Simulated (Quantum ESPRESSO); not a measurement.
Something may be wrong with this Quantum ESPRESSO 7.5 calculation of InF.

pw.in

```
&CONTROL
  calculation = 'vc-relax'
  prefix = 'pwscf'
  outdir = './tmp'
  pseudo_dir = './pseudo'
  tprnfor = .true.
  tstress = .true.
  disk_io = 'low'
  nstep = 30
  forc_conv_thr = 0.0004
  etot_conv_thr = 1d-05
/
&SYSTEM
  ibrav = 2
  nat = 2
  ntyp = 2
  ecutwfc = 84
  nbnd = 16
  input_dft = 'sla+pw+pbx+pbc+vv10'
  occupations = 'smearing'
  smearing = 'mp'
  degauss = 0.00734986
/
&ELECTRONS
  conv_thr = 4d-10
  electron_maxstep = 50
  mixing_beta = 0.5
/
&IONS
  ion_dynamics = 'bfgs'
/
&CELL
  cell_dynamics = 'bfgs'
  press = 0
  press_conv_thr = 0.3
/
ATOMIC_SPECIES
In   114.8180 In.upf
F     18.9984 F.upf
CELL_PARAMETERS angstrom
   1.5415344900    0.8900053500    4.9902347500
  -1.5415344900    0.8900053500    4.9902347500
   0.0000000000   -1.7800107100    4.9902347500
ATOMIC_POSITIONS crystal
In     0.5000000000    0.5000000000    0.5000000000
F      0.0000000000    0.0000000000    0.0000000000
K_POINTS automatic
4 4 4 0 0 0
```

Potentials or basis: PseudoDojo 0.5 SR PBE standard.

The run is started by

```sh
$ OMP_NUM_THREADS=1 pw.x -in pw.in > pw.out
```

pw.out:

```text
This program is part of the open-source Quantum ESPRESSO suite
     for quantum simulation of materials; please cite
         "P. Giannozzi et al., J. Phys.:Condens. Matter 21 395502 (2009);
         "P. Giannozzi et al., J. Phys.:Condens. Matter 29 465901 (2017);
         "P. Giannozzi et al., J. Chem. Phys. 152 154105 (2020);
     in publications or presentations arising from this work. More details at

 %%%%%%%%%%%%%%%%%%%%%%%%%%%%%%%%%%%%%%%%%%%%%%%%%%%%%%%%%%%%%%%%%%%%%%%%%%%%%%
     Error in routine  iosys (1):
      invalid lattice parameters ( celldm or a )
 %%%%%%%%%%%%%%%%%%%%%%%%%%%%%%%%%%%%%%%%%%%%%%%%%%%%%%%%%%%%%%%%%%%%%%%%%%%%%%

     stopping ...
```

Question: Diagnose the run.

Answer: The program refused the input. The input holds a flaw that was put in on purpose: ibrav does not fit the cell card.
